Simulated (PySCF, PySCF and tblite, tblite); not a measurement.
# C₆H₈O₃: conformers and averaged spectra, part 3 of 3

PySCF and tblite. Atoms count from 0. The steps go on from the part before.

### 14 Couplings, conformer 3: B3LYP/6-31G*+pcJ-1

What the job is given:

```
{"job": {"xc": "B3LYP", "basis": {"default": "6-31G*", "H": "pcJ-1"}, "nuclei": ["H", "F", "P", "Si", "B"], "kind": "j"}, "charge": 0, "multiplicity": 1}
C      2.491559     0.614111     0.107786
C      1.173180     0.637120     0.087519
C      0.319926    -0.589974    -0.058321
C     -0.628021    -0.753124     1.131284
O     -1.613059     0.270411     1.166129
C     -2.062003     0.866893     0.056517
O     -2.886479     1.725348     0.134051
O     -1.574185     0.515878    -1.138215
C     -0.586789    -0.495083    -1.286800
H      3.045804    -0.306160     0.018786
H      3.071631     1.513874     0.214074
H      0.635098     1.571128     0.178411
H      0.951523    -1.477532    -0.142677
H     -0.097373    -0.677750     2.084003
H     -1.133563    -1.726109     1.082495
H     -1.089776    -1.454880    -1.461360
H     -0.024472    -0.222120    -2.183593
```

The log of the run:

```text
coarse grid: 14736 points
cycle   1  E = -458.9334534760  dE =  1.699e+00  |g| = 1.112e+00  |ddm| = 3.892e+00
cycle   2  E = -458.3544569390  dE =  5.790e-01  |g| = 2.051e+00  |ddm| = 2.458e+00
cycle   3  E = -459.1424389508  dE = -7.880e-01  |g| = 3.984e-01  |ddm| = 1.899e+00
cycle   4  E = -459.1729881235  dE = -3.055e-02  |g| = 1.012e-01  |ddm| = 3.662e-01
cycle   5  E = -459.1746512492  dE = -1.663e-03  |g| = 2.810e-02  |ddm| = 7.690e-02
cycle   6  E = -459.1748382862  dE = -1.870e-04  |g| = 6.392e-03  |ddm| = 2.775e-02
cycle   7  E = -459.1748469641  dE = -8.678e-06  |g| = 1.822e-03  |ddm| = 5.873e-03
final grid: 143848 points
cycle   8  E = -459.1010320147  dE = -4.015e-05  |g| = 7.693e-03  |ddm| = 2.895e-02
cycle   9  E = -459.1010157631  dE =  1.625e-05  |g| = 1.176e-02  |ddm| = 1.588e-02
cycle  10  E = -459.1010453987  dE = -2.964e-05  |g| = 2.428e-03  |ddm| = 1.025e-02
cycle  11  E = -459.1010465567  dE = -1.158e-06  |g| = 3.114e-04  |ddm| = 1.909e-03
cycle  12  E = -459.1010465714  dE = -1.470e-08  |g| = 1.549e-04  |ddm| = 3.555e-04
cycle  13  E = -459.1010465764  dE = -4.981e-09  |g| = 4.213e-05  |ddm| = 1.498e-04
cycle  14  E = -459.1010465768  dE = -3.762e-10  |g| = 1.506e-05  |ddm| = 4.617e-05
converged SCF energy = -459.1010465768

Indirect spin-spin couplings (Hz)
  i      j    bonds     total        FC       PSO       DSO        SD
  9 H   10 H    2     -0.137     0.585     2.789    -3.511         -
  9 H   11 H    3     16.378    17.923     1.556    -3.101         -
  9 H   14 H    5     -0.399    -0.206     0.481    -0.673         -
  9 H   15 H    5     -0.398    -0.205     0.480    -0.673         -
 10 H   11 H    3     11.437    11.880    -0.026    -0.418         -
 10 H   12 H    4     -0.728    -0.114     0.941    -1.554         -
 10 H   14 H    5     -0.295     0.117     0.892    -1.304         -
 10 H   15 H    5     -0.294     0.118     0.892    -1.304         -
 11 H   12 H    3     10.332    11.207     1.706    -2.581         -
 11 H   14 H    4     -0.753    -0.245     1.192    -1.700         -
 11 H   15 H    4     -0.753    -0.245     1.192    -1.700         -
 12 H   13 H    3      1.349     1.380     0.326    -0.357         -
 12 H   14 H    3      3.422     3.195    -0.113     0.339         -
 12 H   15 H    3      3.426     3.199    -0.114     0.342         -
 12 H   16 H    3      1.351     1.381     0.325    -0.355         -
 13 H   14 H    2    -11.654   -11.331     1.541    -1.864         -
 13 H   15 H    4     -0.390     0.085     1.087    -1.563         -
 13 H   16 H    4      3.120     3.656     1.350    -1.885         -
 14 H   15 H    4      0.393    -0.124    -1.135     1.651         -
 14 H   16 H    4     -0.390     0.086     1.087    -1.563         -
 15 H   16 H    2    -11.644   -11.321     1.541    -1.865         -
```

Run time: 26 s. Hardware: 1 thread of Arm Neoverse V2, shared host; peak memory 0.95 GiB.

This run: HOMO -7.54 eV, LUMO -0.06 eV; dipole 5.76 D.

### 15 Couplings, conformer 4: B3LYP/6-31G*+pcJ-1

What the job is given:

```
{"job": {"xc": "B3LYP", "basis": {"default": "6-31G*", "H": "pcJ-1"}, "nuclei": ["H", "F", "P", "Si", "B"], "kind": "j"}, "charge": 0, "multiplicity": 1}
C     -1.596411     1.392836    -0.040878
C     -1.449945     0.132443    -0.401699
C     -0.434316    -0.841124     0.135777
C      0.619228    -1.140524    -0.934627
O      1.412230     0.006889    -1.200810
C      1.716042     0.886984    -0.240507
O      2.407898     1.826369    -0.488902
O      1.242708     0.718778     0.998181
C      0.351686    -0.337060     1.340670
H     -0.988739     1.866419     0.711078
H     -2.344552     2.015737    -0.500094
H     -2.078091    -0.287576    -1.176838
H     -0.939389    -1.774348     0.403693
H      0.167197    -1.406751    -1.893202
H      1.274099    -1.959520    -0.610208
H      0.939201    -1.156104     1.774506
H     -0.305843     0.068580     2.113950
```

The log of the run:

```text
coarse grid: 14736 points
cycle   1  E = -458.9341589590  dE =  1.703e+00  |g| = 1.106e+00  |ddm| = 3.893e+00
cycle   2  E = -458.3612861865  dE =  5.729e-01  |g| = 2.037e+00  |ddm| = 2.499e+00
cycle   3  E = -459.1422556838  dE = -7.810e-01  |g| = 3.948e-01  |ddm| = 1.931e+00
cycle   4  E = -459.1722395944  dE = -2.998e-02  |g| = 1.009e-01  |ddm| = 3.661e-01
cycle   5  E = -459.1738860489  dE = -1.646e-03  |g| = 2.783e-02  |ddm| = 7.716e-02
cycle   6  E = -459.1740670864  dE = -1.810e-04  |g| = 7.207e-03  |ddm| = 2.917e-02
cycle   7  E = -459.1740773137  dE = -1.023e-05  |g| = 2.208e-03  |ddm| = 7.025e-03
cycle   8  E = -459.1740782801  dE = -9.664e-07  |g| = 9.816e-04  |ddm| = 2.507e-03
final grid: 143848 points
cycle   9  E = -459.0999470412  dE = -4.537e-05  |g| = 7.203e-03  |ddm| = 2.888e-02
cycle  10  E = -459.0999380579  dE =  8.983e-06  |g| = 9.711e-03  |ddm| = 1.380e-02
cycle  11  E = -459.0999594054  dE = -2.135e-05  |g| = 1.823e-03  |ddm| = 8.473e-03
cycle  12  E = -459.0999600279  dE = -6.225e-07  |g| = 3.983e-04  |ddm| = 1.563e-03
cycle  13  E = -459.0999600534  dE = -2.548e-08  |g| = 1.441e-04  |ddm| = 3.701e-04
cycle  14  E = -459.0999600574  dE = -3.990e-09  |g| = 3.646e-05  |ddm| = 1.317e-04
cycle  15  E = -459.0999600576  dE = -2.382e-10  |g| = 1.284e-05  |ddm| = 3.568e-05
converged SCF energy = -459.0999600576

Indirect spin-spin couplings (Hz)
  i      j    bonds     total        FC       PSO       DSO        SD
  9 H   10 H    2     -1.820    -1.238     2.534    -3.117         -
  9 H   11 H    3     17.535    19.062     1.519    -3.046         -
  9 H   12 H    4     -2.669    -2.213     0.860    -1.316         -
  9 H   13 H    5     -0.339     0.049     0.747    -1.134         -
  9 H   14 H    5     -0.518    -0.108     0.891    -1.301         -
  9 H   15 H    5     -0.406    -0.033     0.784    -1.157         -
  9 H   16 H    5      0.604    -0.148    -1.685     2.437         -
 10 H   11 H    3     12.446    12.914     0.007    -0.475         -
 10 H   12 H    4     -2.402    -1.866     1.019    -1.556         -
 10 H   15 H    5     -0.641    -0.110     1.079    -1.610         -
 10 H   16 H    5     -0.299     0.017     0.534    -0.849         -
 11 H   12 H    3      5.114     4.975     0.087     0.052         -
 11 H   13 H    4      0.322    -0.194    -0.944     1.459         -
 11 H   14 H    4     -0.480    -0.121     0.940    -1.300         -
 11 H   15 H    4      0.943     1.414     1.198    -1.668         -
 11 H   16 H    4     -0.776    -0.319     0.915    -1.372         -
 12 H   13 H    3      1.644     1.646     0.348    -0.350         -
 12 H   14 H    3      3.393     3.186    -0.045     0.253         -
 12 H   15 H    3      4.161     3.917    -0.140     0.385         -
 12 H   16 H    3      0.951     1.011     0.339    -0.399         -
 13 H   14 H    2    -11.525   -11.209     1.542    -1.858         -
 13 H   15 H    4     -0.343     0.129     1.061    -1.532         -
 13 H   16 H    4      3.360     3.910     1.339    -1.889         -
 14 H   15 H    4      0.516    -0.016    -1.176     1.708         -
 14 H   16 H    4     -0.181     0.300     1.078    -1.559         -
 15 H   16 H    2    -11.960   -11.671     1.501    -1.790         -
```

It took 27 s on 1 thread of Arm Neoverse V2, shared host; peak memory 0.95 GiB.

This run: HOMO -7.49 eV, LUMO -0.05 eV; dipole 5.78 D.

### 16 Boltzmann average: properties at WP04/pcSseg-1 in chloroform

What the job is given:

```
{"job": {"study": "conf", "smiles": "C=CC1COC(=O)OC1", "search": {"seed": 1214, "n_embed": 90, "ff_keep": 18, "window": 3.0, "nmax": 7, "temps": [180, 230, 298.15, 330, 400], "t_ref": 298.15, "order": 0.0005}, "level": {"nmr": {"xc": "WP04", "basis": "pcSseg-1", "solvent": "chloroform"}, "sp": {"xc": "PBE0", "basis": "def2-SVP", "solvent": "chloroform"}, "j": {"xc": "B3LYP", "basis": {"default": "6-31G*", "H": "pcJ-1"}, "nuclei": ["H", "F", "P", "Si", "B"]}}, "kind": "conf"}, "charge": 0, "multiplicity": 1}
C     -2.595228    -0.593844    -0.281802
C     -1.638655     0.208824     0.143281
C     -0.181377    -0.013174    -0.115939
C      0.443475     1.163567    -0.864789
O      1.845560     0.991112    -1.022988
C      2.585473     0.316935    -0.135578
O      3.759418     0.197055    -0.307061
O      2.006004    -0.237220     0.935221
C      0.611573    -0.122361     1.186064
H     -2.380745    -1.479633    -0.856030
H     -3.632490    -0.398577    -0.073710
H     -1.875298     1.093616     0.718727
H     -0.035168    -0.927257    -0.700863
H      0.259486     2.100602    -0.323471
H      0.044359     1.258181    -1.877774
H      0.341477    -1.017568     1.751751
H      0.435137     0.759774     1.815052
```

The log of the run:

```text
conformer  sym    E(xTB)   E(DFT)   G(298.15 K)  weight  dipole/D
    1     Cs      0.000    0.000    0.000   0.3995    7.185
    2     C1      0.854    0.549    0.261   0.2572    7.149
    3     Cs      0.572    0.924    0.958   0.0793    7.092
    4     C1      0.888    0.227    0.245   0.2640    7.152

mean shielding (ppm) by class
class atoms           180 K      230 K   298.15 K      330 K      400 K
  0 C  0             49.843     50.247     50.597     50.712     50.903
  1 C  1             36.364     36.158      35.99     35.936     35.851
  2 C  2            132.913    133.192    133.414    133.485    133.598
  3 C  3,8           99.196     99.243     99.267     99.272     99.277
  4 O  4,7          164.537    164.838    165.089     165.17    165.301
  5 C  5             20.566     20.544     20.525     20.519     20.509
  6 O  6             20.843     20.791     20.753     20.742     20.726
  7 H  9             26.495     26.523      26.55     26.559     26.574
  8 H  10            26.554     26.558     26.561     26.563     26.565
  9 H  11            26.307     26.268     26.235     26.224     26.206
 10 H  12            29.206     29.215     29.221     29.223     29.226
 11 H  13,16         27.543     27.543     27.544     27.545     27.546
 12 H  14,15         27.464      27.44     27.419     27.413     27.402
```

Run time: 4 min. Hardware: 1 thread of Arm Neoverse V2, shared host. This counts the runs that the step sums up.

The search (ETKDG, MMFF94s, GFN2-xTB) embedded 90 structures, kept 6 distinct ones after the force field and 4 after xTB; 4 were carried on (window 3.0 kcal/mol at the search's own energies). Energies: PBE0/def2-SVP in chloroform with D3(BJ).

The conformers at 298 K:

```csv
no.,group,mirror pair,ΔE xTB,ΔE DFT,ΔG,weight (%),μ (D),C0–C1–C2–C3 (°),"A, B, C (GHz)"
1,Cs,no,0.00,0.00,0.00,39.9,7.18,121,"4.50, 1.00, 0.88"
2,C1,yes,0.85,0.55,0.26,25.7,7.15,4,"4.52, 1.05, 0.89"
3,Cs,no,0.57,0.92,0.96,7.9,7.09,121,"3.06, 1.20, 1.16"
4,C1,yes,0.89,0.23,0.24,26.4,7.15,-109,"2.51, 1.54, 1.41"
```

Energies in kcal/mol. ΔG holds xTB vibrations and rotation, symmetry numbers and mirror pairs.

Weights (%) by temperature:

```csv
no.,180 K,230 K,298 K,330 K,400 K
1,54.7,46.7,39.9,37.8,34.2
4,23.8,25.6,26.4,26.5,26.6
2,17.5,21.8,25.7,27.0,29.3
3,4.0,5.9,7.9,8.7,9.9
```

Other ways of weighting, at the same temperature:

```
                                  scheme    1   4   2   3  mean μ (D)
                         DFT free energy   40  26  26   8        7.16
            DFT energy, symmetry counted   30  40  24   6        7.16
                        DFT energy alone   44  30  17   9        7.16
            xTB energy, symmetry counted   43  19  21  17        7.16
                         xTB free energy   51  11  20  18        7.16
                   lowest conformer only  100   0   0   0        7.18
                           equal weights   25  25  25  25        7.14
conformers found from three starts alone  100   0   0   0        7.18
```

Shifts against references run at the same level (1H TMS 31.98, 13C TMS 175.7 ppm of shielding), by class of atoms, at 298 K:

| atoms | environment | no. 1 | no. 4 | no. 2 | average |
| --- | --- | --- | --- | --- | --- |
| C5 | carbonate carbon | 155.0 | 155.2 | 155.4 | 155.2 |
| C1 | alkene CH | 138.0 | 142.0 | 139.1 | 139.7 |
| C0 | terminal =CH2 carbon | 127.9 | 124.3 | 122.2 | 125.1 |
| C3, C8 | sp3 CH2 bonded to O | 77.1 | 75.0 | 76.5 | 76.4 |
| C2 | allylic sp3 CH | 44.5 | 40.6 | 40.1 | 42.3 |
| H11 | hydrogen on an alkene CH | 5.46 | 5.98 | 5.79 | 5.75 |
| H9 | hydrogen on a terminal =CH2 carbon | 5.59 | 5.62 | 5.02 | 5.43 |
| H10 | hydrogen on a terminal =CH2 carbon | 5.43 | 5.50 | 5.34 | 5.42 |
| H14, H15 | hydrogen on an sp3 CH2 bonded to O | 4.38 | 4.73 | 4.62 | 4.56 |
| H13, H16 | hydrogen on an sp3 CH2 bonded to O | 4.42 | 4.55 | 4.37 | 4.44 |
| H12 | hydrogen on an allylic sp3 CH | 2.84 | 2.60 | 2.89 | 2.76 |
| O6 | carbonate carbonyl oxygen | 21.3 (σ) | 19.3 (σ) | 21.9 (σ) | 20.8 (σ) |
| O4, O7 | carbonate alkoxy oxygen | 162.7 (σ) | 167.8 (σ) | 164.5 (σ) | 165.1 (σ) |

Couplings (Hz, B3LYP/6-31G*+pcJ-1; one pair named for each class), from conformers that hold 100 % of the weight:

```
   pair  bonds  no. 1  no. 4  no. 2  average
H13–H14      2  -11.6  -11.7  -11.3    -11.6
 H9–H10      2   -0.5   -1.8   -1.3     -1.0
 H9–H11      3   16.2   17.5   17.7     17.0
H10–H11      3   11.3   12.4   12.6     12.0
H12–H13      3   10.9    1.3   10.9      7.6
H11–H12      3    9.3    5.1    4.1      7.0
H12–H14      3    4.7    3.8    4.3      4.3
H14–H15      4    3.1    0.5    3.2      2.2
H10–H12      4   -0.6   -2.4   -3.3     -1.8
 H9–H12      4    0.0   -2.7   -3.2     -1.5
H13–H16      4    0.4    3.4    0.3      1.4
```

Effective distances for nuclear Overhauser effects, ⟨r⁻⁶⟩^(−1/6) over all pairs of two classes (Å): H9···H10 1.83; H13···H14 2.00; H10···H11 2.43; H12···H14 2.46; H11···H12 2.66; H9···H12 2.69; H11···H13 2.79; H12···H13 2.83.

### 17 Results

What follows sums up all 3 parts.

| quantity | value |
| --- | --- |
| conformers | 4; the first in weight is no. 1 (Cs), 40 % at 298 K |
| root-mean-square dipole | 7.16 D |
| averaged 13C shifts (WP04/pcSseg-1 in chloroform) | 155.2, 139.7, 125.1, 76.4, 42.3 ppm |
| averaged 1H shifts (WP04/pcSseg-1 in chloroform) | 5.75, 5.43, 5.42, 4.56, 4.44, 2.76 ppm |

Conformer 1 leads with 40 % at 298 K, and its share goes from 55 % at 180 K to 34 % at 400 K. Among conformers over 5 %, H11 differs by 0.80 ppm, while the average moves by 0.10 ppm from 180 to 400 K. Among vicinal couplings, H12–H13 differs most between the conformers listed (10.9 for no. 1, 1.3 for no. 4, 10.9 for no. 2; average 7.6 Hz).
